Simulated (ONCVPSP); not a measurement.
# An ONCV potential for Ce, from input to tests

Do these settings give a usable potential? It is generated, then checked for transferability, scattering, ghosts and hardness.

Program: ONCVPSP 4.0.1.1 (patched build). Reference atom: PBE, scalar-relativistic, spherical and spin-unpolarised. All values are calculated.

### Step 1. Settings

Typed settings, in words:

```
element                 : cerium (Ce, Z = 58)
type                    : optimised norm-conserving Vanderbilt (ONCV)
frozen core             : [Kr] 4d10
valence charge          : 12
reference configuration : 4f1 5s2 5p6 5d1 (charge +2)
partial waves           : 5s: rc 1.90 bohr, ncon 3, nbas 6, qcut 5 1/bohr, 1 projector; 5p: rc 2.90 bohr, ncon 3, nbas 6, qcut 6 1/bohr, 2 projectors, debl 2.9 Ha; 5d: rc 2.55 bohr, ncon 4, nbas 8, qcut 4 1/bohr, 2 projectors, debl 0.6 Ha; 4f: rc 1.85 bohr, ncon 5, nbas 9, qcut 10.1 1/bohr, local
local potential         : the f channel
core correction         : polynomial model core, fcfact 0.5
```

The outer shells as boxes (Hund's rule for the drawing; the calculation is spin-unpolarised):

```
[Kr] core
4d [↑↓][↑↓][↑↓][↑↓][↑↓]
4f [↑ ][  ][  ][  ][  ][  ][  ]
5s [↑↓]
5p [↑↓][↑↓][↑↓]
5d [↑ ][  ][  ][  ][  ]
```

The nodes and maxima of the atom's own shells, from an earlier all-electron run, set the scale for the radii.

All-electron outer shells of the reference configuration (PBE, scalar-relativistic, ld1.x):

| shell | level (eV) | outermost node (bohr) | outermost maximum (bohr) |
| --- | --- | --- | --- |
| 5s | -53.37 | 0.75 | 1.37 |
| 5p | -35.93 | 0.81 | 1.55 |
| 4f | -18.18 | – | 0.71 |
| 5d | -14.85 | 0.92 | 2.07 |
| 6s | -13.76 | 1.79 | 3.37 |
| 6p | -10.08 | 2.09 | 4.06 |

### Step 2. Generation

Input file Ce.dat:

```
# ATOM AND REFERENCE CONFIGURATION
# atsym  z   nc   nv     iexc    psfile
  Ce 58.00    9    4        4      upf
#
#   n    l    f
    1    0    2.00
    2    0    2.00
    2    1    6.00
    3    0    2.00
    3    1    6.00
    3    2   10.00
    4    0    2.00
    4    1    6.00
    4    2   10.00
    4    3    1.00
    5    0    2.00
    5    1    6.00
    5    2    1.00
#
# PSEUDOPOTENTIAL AND OPTIMIZATION
# lmax
    3
#
#   l,   rc,      ep,       ncon, nbas, qcut
    0    1.90    0.00    3    6    5.00
    1    2.90    0.00    3    6    6.00
    2    2.55    0.00    4    8    4.00
    3    1.85    0.00    5    9   10.10
#
# LOCAL POTENTIAL
# lloc, lpopt,  rc(5),   dvloc0
    3    5    1.85    0.00
#
# VANDERBILT-KLEINMAN-BYLANDER PROJECTORs
# l, nproj, debl
    0    1    0.60
    1    2    2.90
    2    2    0.60
    3    0    2.50
#
# MODEL CORE CHARGE
# icmod, fcfact, rcfact
    1    0.50    0.00
#
# LOG DERIVATIVE ANALYSIS
# epsh1, epsh2, depsh
   -3.00    5.00    0.02
#
# OUTPUT GRID
# rlmax, drl
    6.00    0.01
#
# TEST CONFIGURATIONS
# ncnf
    4
# nvcnf
#   n    l    f
    5
    4    3    1.00
    5    0    2.00
    5    1    6.00
    5    2    1.00
    6    0    2.00
#
    5
    4    3    1.00
    5    0    2.00
    5    1    6.00
    5    2    1.00
    6    0    1.00
#
    4
    4    3    1.00
    5    0    2.00
    5    1    6.00
    5    2    0.00
#
    5
    4    3    2.00
    5    0    2.00
    5    1    6.00
    5    2    0.00
    6    0    1.00
#
```

Started as:

```console
$ oncvpsp.x < Ce.dat > Ce.out
```

**Question.** What will these runs give? Wanted: cutoffs for 1 and 0.1 mHa per electron, occupied waves; bound ghosts; GHOST(+) flags; largest test error; largest phase difference near zero energy, channels read; rms error of d²Exc/dn², without and with the model core; projector energies reset by the program.

The runs gave:

```
                                                quantity                              value
  cutoffs for 1 and 0.1 mHa per electron, occupied waves                    43 Ha and 47 Ha
                                            bound ghosts                    s at -242.75 eV
                                          GHOST(+) flags            p at -17 eV, d at 99 eV
                            largest test error (AE − PS)  -182 meV, for 4f1 5s2 5p6 5d1 6s2
largest phase difference near zero energy, channels read                          3.142 rad
 rms error of d²Exc/dn², without and with the model core                 14.96 and 2.83 mHa
                 projector energies reset by the program                p: -1.321, 0.050 Ha
```

**Reading.** A bound ghost (s) makes it unfit for use: electrons can fall into a state that the atom doesn't have. The worst unpolarised test, 4f1 5s2 5p6 5d1 6s2, is off by 182 meV on 17.2 eV; by total energies transferability rates as poor. It counts as hard, with 43 Ha needed at the looser tolerance. At the looser tolerance the 4f wave is the slowest; 5s needs 11 Ha. Near zero energy the largest phase difference among the channels read is 3.14 rad, in the p channel. A step near π is an extra or missing state, not a misfit of shape. The pseudo curves have a pole with no partner nearby in the atom's: p at -0.64 Ha. The program also flags highly localised states, GHOST(+) (p, d). All of this concerns the isolated atom, not yet a solid.
